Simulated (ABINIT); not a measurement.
The system is InRh.

```
In Rh
1.0
     3.19600    0.00000    0.00000
     0.00000    3.19600    0.00000
     0.00000    0.00000    3.19600
In Rh
1 1
Direct
  0.50000 0.50000 0.50000
  0.00000 0.00000 0.00000
```

```yaml
Program: ABINIT 10.8.3 (patched build)
Task: relaxation of cell and atoms
Functional: PBE
Potentials_or_basis: JTH PAW PBE v2.0
Cutoff: 599 eV
k_mesh: 6 × 6 × 6
Occupations: fermi-dirac, width 0.05 eV
Spin: no spin polarisation
```

At the start: pressure 6.3 GPa; volume 16.32 Å³/atom.

How do energy, volume and symmetry change on relaxing?

Over 5 steps the energy falls by 12.0 meV/atom and the volume is 16.95 Å³/atom (+3.9 %); space group Pm-3m (No. 221, to 0.05 Å).

Step by step:
```csv
step,energy change (eV),largest force (eV/Å),pressure (GPa),volume (Å³)
1,0.0000,0.0000,6.35,32.65
2,-0.0184,0.0000,2.93,33.28
3,-0.0240,0.0000,0.20,33.86
4,-0.0240,0.0000,0.01,33.90
5,-0.0240,0.0000,0.00,33.90
```

Final structure:
```
In Rh
1.0
     3.23657    0.00000    0.00000
     0.00000    3.23657    0.00000
     0.00000    0.00000    3.23657
In Rh
1 1
Direct
  0.50000 0.50000 0.50000
  0.00000 0.00000 0.00000
```
